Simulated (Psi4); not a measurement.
# CH7GaSi (SMILES [CH3][GaH][SiH3]): SVWN5/6-31G(d) (spherical functions)

Aim: the energy change on altering one bond length of CH7GaSi at SVWN5/6-31G* (spherical functions), from 2 runs. 

The results are computed with Psi4 1.11.

### 1 Starting point

CH7GaSi: 10 atoms, total charge 0, spin state singlet. As SMILES, `[CH3][GaH][SiH3]`. The coordinates come from a PBE0-D4/def2-TZVP relaxation.

Bond lengths: C1–Ga2 1.971 Å, Ga2–Si3 2.419 Å, C1–H4 1.090 Å, C1–H5 1.094 Å, C1–H6 1.093 Å, Ga2–H7 1.578 Å, Si3–H8 1.492 Å, Si3–H9 1.489 Å, Si3–H10 1.492 Å. Some angles: C1–Ga2–Si3 120.8°, C1–Ga2–H7 118.1°, Si3–Ga2–H7 121.0°, Ga2–C1–H4 113.1°, Ga2–C1–H5 109.2°, Ga2–C1–H6 110.1°, Ga2–Si3–H8 110.2°, Ga2–Si3–H9 114.2°, Ga2–Si3–H10 110.2°, H4–C1–H5 108.5°.

### 2 Energy and forces at SVWN5/6-31G(d) (spherical functions)

File ch7gasi.xyz:

```xyz
10
CH7GaSi
C     -1.123300     1.394100    -0.619200
Ga     0.561500     0.659300     0.093300
Si     0.786700    -1.705300     0.550700
H     -1.924300     0.656600    -0.670400
H     -0.947000     1.785400    -1.626000
H     -1.454200     2.236500    -0.005700
H      1.759600     1.654600     0.346000
H      0.531000    -2.496200    -0.688800
H      2.125000    -2.100900     1.069700
H     -0.231700    -2.135100     1.553300
```

File job.py:

```python
import psi4

psi4.set_memory(1600000000)
psi4.set_num_threads(1)
psi4.set_output_file('output.dat', False)

with open('ch7gasi.xyz') as f:
    atoms = ''.join(f.readlines()[2:])
molecule = psi4.geometry('0 1\n' + atoms + 'symmetry c1\nno_reorient\nno_com')

psi4.set_options({
    'basis': '6-31G*',
    'reference': 'rks',
    'puream': True,
    'e_convergence': 1e-09,
    'd_convergence': 1e-08,
    'scf_type': 'pk',
    'dft_radial_points': 99,
    'dft_spherical_points': 590,
})

result = psi4.gradient("scf", dft_functional={"name": "SVWN5", "x_functionals": {"LDA_X": {}}, "c_functionals": {"LDA_C_VWN": {}}})
print('gradient / Eh bohr^-1')
print(result.np.round(6))
for k, v in sorted(psi4.core.scalar_variables().items()):
    print(f'{k:45s} {v:18.10f}')
```

Launch:

```bash
$ python job.py
```

output.dat, cut to the lines that bear on the results:

```text
[...]
  Running in c1 symmetry.
[...]
  Nuclear repulsion =  238.583028564977326
[...]
  Multiplicity = 1
[...]
  Nalpha       = 29
  Nbeta        = 29
[...]
    Number of basis functions: 78
[...]
   @RKS iter   1: -2249.41815751777949   -1.19749e+00   4.00951e-02 DIIS/ADIIS
[...]
   @RKS iter  13: -2251.73278662066150   -2.09184e-11   8.52933e-09 DIIS
[...]
    Orbital Energies [Eh]
    ---------------------
    Doubly Occupied:
       1A   -370.204606     2A    -65.082107     3A    -45.278097
       4A    -40.181596     5A    -40.177853     6A    -40.177324
       7A     -9.759720     8A     -5.258342     9A     -5.002064
      10A     -3.608203    11A     -3.597221    12A     -3.595622
      13A     -3.442464    14A     -3.442265    15A     -3.441965
      16A     -0.740008    17A     -0.734973    18A     -0.734023
      19A     -0.732091    20A     -0.728897    21A     -0.610672
      22A     -0.481396    23A     -0.383289    24A     -0.353633
      25A     -0.352605    26A     -0.303843    27A     -0.303373
      28A     -0.251434    29A     -0.229063
[...]
  @RKS Final Energy: -2251.73278662066150
   => Energetics <=
    Nuclear Repulsion Energy =            238.5830285649773259
    One-Electron Energy =               -3615.0513959803279249
    Two-Electron Energy =                1223.9741906585668403
    DFT Exchange-Correlation Energy =     -99.2386098638774001
    Empirical Dispersion Energy =           0.0000000000000000
    VV10 Nonlocal Energy =                  0.0000000000000000
    Total Energy =                      -2251.7327866206614999
[...]
 Multipole Moments:
 ------------------------------------------------------------------------------------
     Multipole            Electronic (a.u.)      Nuclear  (a.u.)        Total (a.u.)
 ------------------------------------------------------------------------------------
 L = 1.  Multiply by 2.5417464519 to convert [e a0] to [Debye]
 Dipole X            :        -40.9976849           40.7026220           -0.2950629
 Dipole Y            :         -8.3146952            8.5597035            0.2450082
 Dipole Z            :        -13.1202379           12.9729699           -0.1472681
 Magnitude           :                                                    0.4108272
[...]
  -Total Gradient:
     Atom            X                  Y                   Z
    ------   -----------------  -----------------  -----------------
       1       -0.010050364788     0.005206788332    -0.004674210899
       2        0.007170158094     0.002935198499     0.002058954346
       3        0.000085649948    -0.010365714861     0.001730237543
       4        0.005120196128     0.006048852441     0.000029571815
       5       -0.002449568274    -0.002619581935     0.007012895853
       6        0.001238989550    -0.005993945079    -0.004980755997
       7       -0.001114415713    -0.000853513350    -0.000239526627
       8        0.000961820676     0.002587094634     0.003713431215
       9       -0.004205728853     0.001536700056    -0.001680897938
      10        0.003246709092     0.001510725940    -0.002967283121
[...]
```

The script printed:

```text
gradient / Eh bohr^-1
[[-1.0050e-02  5.2070e-03 -4.6740e-03]
 [ 7.1700e-03  2.9350e-03  2.0590e-03]
 [ 8.6000e-05 -1.0366e-02  1.7300e-03]
 [ 5.1200e-03  6.0490e-03  3.0000e-05]
 [-2.4500e-03 -2.6200e-03  7.0130e-03]
 [ 1.2390e-03 -5.9940e-03 -4.9810e-03]
 [-1.1140e-03 -8.5400e-04 -2.4000e-04]
 [ 9.6200e-04  2.5870e-03  3.7130e-03]
 [-4.2060e-03  1.5370e-03 -1.6810e-03]
 [ 3.2470e-03  1.5110e-03 -2.9670e-03]]
CURRENT ENERGY                                  -2251.7327866207
CURRENT REFERENCE ENERGY                        -2251.7327866207
DD SOLVATION ENERGY                                 0.0000000000
DFT FUNCTIONAL TOTAL ENERGY                     -2251.7327866207
DFT TOTAL ENERGY                                -2251.7327866207
DFT VV10 ENERGY                                     0.0000000000
DFT XC ENERGY                                     -99.2386098639
GRID ELECTRONS ALPHA                               28.9999995449
GRID ELECTRONS BETA                                28.9999995449
GRID ELECTRONS TOTAL                               57.9999990898
NUCLEAR REPULSION ENERGY                          238.5830285650
ONE-ELECTRON ENERGY                             -3615.0513959803
PCM POLARIZATION ENERGY                             0.0000000000
PE ENERGY                                           0.0000000000
SCF ITERATION ENERGY                            -2251.7327866207
SCF ITERATIONS                                     13.0000000000
SCF TOTAL ENERGY                                -2251.7327866207
TWO-ELECTRON ENERGY                              1223.9741906586
XC GRID RADIAL POINTS                              99.0000000000
XC GRID SPHERICAL POINTS                          590.0000000000
XC GRID TOTAL POINTS                           556258.0000000000
```

Run time: 13 s. Hardware: 1 thread of Intel Xeon 6975P-C (Granite Rapids), shared host; peak memory 0.56 GiB.

### 3 The distorted shape, same level

File calc.dat:

```
memory 1600 MB

molecule {
  0 1
  C     -1.024034     1.141391    -0.803242
  Ga     0.660766     0.406591    -0.090742
  Si     0.885966    -1.958009     0.366658
  H     -1.825034     0.403891    -0.854442
  H     -0.847734     1.532691    -1.810042
  H     -1.454200     2.236500    -0.005700
  H      1.858866     1.401891     0.161958
  H      0.630266    -2.748909    -0.872842
  H      2.224266    -2.353609     0.885658
  H     -0.132434    -2.387809     1.369258
  units angstrom
  symmetry c1
  no_reorient
  no_com
}

set basis 6-31G*
set puream true
set e_convergence 1e-09
set d_convergence 1e-08
set scf_type pk
set dft_radial_points 99
set dft_spherical_points 590

E, wfn = gradient('scf', dft_functional={"name": "SVWN5", "x_functionals": {"LDA_X": {}}, "c_functionals": {"LDA_C_VWN": {}}}, return_wfn=True)
oeprop(wfn, 'MAYER_INDICES', 'QUADRUPOLE', 'LOWDIN_CHARGES', title='SCF')
```

Launch:

```bash
$ psi4 -i calc.dat -o calc.out -n 1
```

calc.out, cut to the lines that bear on the results:

```text
[...]
  Running in c1 symmetry.
[...]
  Nuclear repulsion =  237.186872883166757
[...]
  Multiplicity = 1
[...]
  Nalpha       = 29
  Nbeta        = 29
[...]
    Number of basis functions: 78
[...]
   @RKS iter   1: -2249.35220672681726   -1.22466e+00   4.01371e-02 DIIS/ADIIS
[...]
   @RKS iter  14: -2251.69928829827904   -4.54747e-13   2.73882e-09 DIIS
[...]
    Orbital Energies [Eh]
    ---------------------
    Doubly Occupied:
       1A   -370.205277     2A    -65.083294     3A    -45.278741
       4A    -40.182224     5A    -40.178499     6A    -40.177992
       7A     -9.787608     8A     -5.259011     9A     -5.003232
      10A     -3.608796    11A     -3.597877    12A     -3.596382
      13A     -3.443617    14A     -3.443426    15A     -3.443159
      16A     -0.740563    17A     -0.735543    18A     -0.734729
      19A     -0.732597    20A     -0.729641    21A     -0.595838
      22A     -0.482110    23A     -0.383632    24A     -0.356110
      25A     -0.319495    26A     -0.304435    27A     -0.304357
      28A     -0.252499    29A     -0.229300
[...]
  @RKS Final Energy: -2251.69928829827904
   => Energetics <=
    Nuclear Repulsion Energy =            237.1868728831667568
    One-Electron Energy =               -3612.2512539288818516
    Two-Electron Energy =                1222.5135158089333345
    DFT Exchange-Correlation Energy =     -99.1484230614972404
    Empirical Dispersion Energy =           0.0000000000000000
    VV10 Nonlocal Energy =                  0.0000000000000000
    Total Energy =                      -2251.6992882982790434
[...]
  -Total Gradient:
     Atom            X                  Y                   Z
    ------   -----------------  -----------------  -----------------
       1        0.010645361088    -0.054516364026    -0.050111100789
       2        0.007857079926     0.000223701935     0.000039596058
       3        0.000596017245    -0.010077452748     0.001747146032
       4        0.008004802907     0.002382158847    -0.003219522174
       5       -0.000516956760    -0.007709641050     0.004725967735
       6       -0.025457011228     0.064914491987     0.047576074817
       7       -0.001033918669    -0.000652051777     0.000091274905
       8        0.000925281408     0.002590658839     0.003699906153
       9       -0.004232544448     0.001314525402    -0.001613721373
      10        0.003214943300     0.001521426579    -0.002931680748
[...]
```

It took 15 s on 1 thread of Intel Xeon 6975P-C (Granite Rapids), shared host; peak memory 0.56 GiB.

### 4 What came out

Level: SVWN5/6-31G* (spherical functions).

| quantity | value |
| --- | --- |
| first shape: total energy | -2251.73279 Eh |
| first shape: dipole moment | 1.04 D |
| first shape: HOMO energy | -6.23 eV |
| first shape: LUMO energy | -2.64 eV |
| first shape: HOMO–LUMO gap | 3.60 eV |
| first shape: largest force on an atom | 0.630 eV/Å |
| distorted shape: total energy | -2251.69929 Eh |
| distorted shape: dipole moment | 0.95 D |
| distorted shape: HOMO energy | -6.24 eV |
| distorted shape: LUMO energy | -2.66 eV |
| distorted shape: HOMO–LUMO gap | 3.58 eV |
| distorted shape: largest force on an atom | 4.341 eV/Å |
| energy change with the C1–H6 bond stretched from 1.093 to 1.421 Å | 0.912 eV |

In words: With the C1–H6 bond stretched from 1.093 to 1.421 Å the energy rises by 0.91 eV (87.9 kJ/mol). The first shape isn't relaxed at this level, so the change isn't measured from a minimum. The largest force (first shape) is 0.63 eV/Å: the shape isn't a stationary point for this species at this level.
